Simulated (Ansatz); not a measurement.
# CH9AlN2Si: one species, many methods

One table from this session's results is given with a row withheld; the runs are named, their logs left out.

Computed with Ansatz 0.2.0, Gaussian basis. Level: functionals in def2-TZVPP, the program's frozen cores in correlated methods.

The runs, in order: PBE-D4, r2SCAN-D4, PBE0-D4, B3LYP-D4, ωB97X-V, ωB97M-V, B2PLYP; CCSD(T)/def2-TZVPP; MP2/def2-QZVPP; extrapolation to the limit.

## Structure used throughout

An earlier PBE0-D4 in a triple-zeta def2 set relaxation fixed the geometry.

SMILES `N[SiH2]N[CH2][AlH2]`, 14 atoms, charge 0, spin multiplicity 1.

Atoms are counted from 1 here; the program's logs count them from 0.

Bond lengths: N1–Si2 1.712 Å, N1–H6 1.006 Å, N1–H7 1.006 Å, Si2–N3 1.713 Å, Si2–H8 1.494 Å, Si2–H9 1.495 Å, N3–C4 1.455 Å, N3–H10 1.008 Å, C4–Al5 1.962 Å, C4–H11 1.105 Å, C4–H12 1.100 Å, Al5–H13 1.592 Å, Al5–H14 1.589 Å. Angles: Si2–N1–H6 120.4°, Si2–N1–H7 122.0°, H6–N1–H7 112.1°, N1–Si2–N3 108.2°, N1–Si2–H8 117.1°, N1–Si2–H9 103.9°, N3–Si2–H8 103.9°, N3–Si2–H9 116.9°, H8–Si2–H9 107.3°, Si2–N3–C4 124.3°, Si2–N3–H10 117.6°, C4–N3–H10 115.4°, N3–C4–Al5 114.4°, N3–C4–H11 113.2°, N3–C4–H12 109.6°, Al5–C4–H11 108.3°, Al5–C4–H12 106.7°, H11–C4–H12 103.9° and more.

Geometry (Å):

```xyz
14

N    -0.3691    2.5634   -0.9665
Si   -0.9705    1.3142    0.0371
N     0.2183    0.0848    0.1309
C    -0.0547   -1.2918    0.5136
Al    1.4413   -2.5266    0.2195
H    -0.5982    3.5238   -0.7751
H    -0.1575    2.4119   -1.9386
H    -2.1945    0.5959   -0.4287
H    -1.3224    2.0146    1.3101
H     1.1810    0.3723    0.2108
H    -0.3879   -1.3939    1.5623
H    -0.9029   -1.6764   -0.0727
H     2.8614   -1.9295   -0.1804
H     1.2426   -4.0921    0.4067
```

Set-up of the first run:

in.yaml

```yaml
crystal:
  periodic: [false, false, false]
  atoms:
    - {symbol: N, position_ang: [-0.369106, 2.563390, -0.966521]}
    - {symbol: Si, position_ang: [-0.970474, 1.314213, 0.037101]}
    - {symbol: N, position_ang: [0.218315, 0.084833, 0.130921]}
    - {symbol: C, position_ang: [-0.054744, -1.291767, 0.513560]}
    - {symbol: Al, position_ang: [1.441338, -2.526596, 0.219488]}
    - {symbol: H, position_ang: [-0.598223, 3.523831, -0.775120]}
    - {symbol: H, position_ang: [-0.157547, 2.411879, -1.938565]}
    - {symbol: H, position_ang: [-2.194518, 0.595874, -0.428713]}
    - {symbol: H, position_ang: [-1.322378, 2.014625, 1.310141]}
    - {symbol: H, position_ang: [1.181001, 0.372282, 0.210778]}
    - {symbol: H, position_ang: [-0.387869, -1.393904, 1.562313]}
    - {symbol: H, position_ang: [-0.902867, -1.676436, -0.072716]}
    - {symbol: H, position_ang: [2.861419, -1.929450, -0.180421]}
    - {symbol: H, position_ang: [1.242555, -4.092075, 0.406656]}
basis:
  gaussian: {orbitals: def2-TZVPP}
hamiltonian: {xc: pbe, dispersion: d4}
output: {forces: true, orbitals: {seedname: orbitals}}
```

On the command line:

```console
$ ansatz run in.yaml --threads 4 --pin off --events-out ev --progress --plain --max-ram 10444MiB
```

Steps of the session up to this table: PBE-D4 (GGA); r2SCAN-D4 (meta-GGA); PBE0-D4 (hybrid); B3LYP-D4 (hybrid); ωB97X-V (range-separated); ωB97M-V (range-separated); B2PLYP (double hybrid); CCSD(T) in def2-TZVPP; MP2 in def2-QZVPP.

One table of the session follows, with a row left open; its other results are not shown here.

```
            method  atomisation energy (kcal/mol)
            PBE-D4                         1105.2
         r2SCAN-D4                         1092.9
           PBE0-D4                         1090.6
          B3LYP-D4                         1101.7
           ωB97X-V                         1105.6
           ωB97M-V                              ?
            B2PLYP                         1085.3
     HF/def2-TZVPP                          782.4
    MP2/def2-TZVPP                         1071.5
   CCSD/def2-TZVPP                         1052.1
CCSD(T)/def2-TZVPP                         1065.7
           MP2/CBS                         1105.0
       CCSD(T)/CBS                         1099.2
```

**Question.** Estimate the row for ωB97M-V.

As computed: atomisation energy (kcal/mol): 1103.3. In the column «atomisation energy (kcal/mol)» it lies between B3LYP-D4 (1101.7) and MP2/CBS (1105.0).
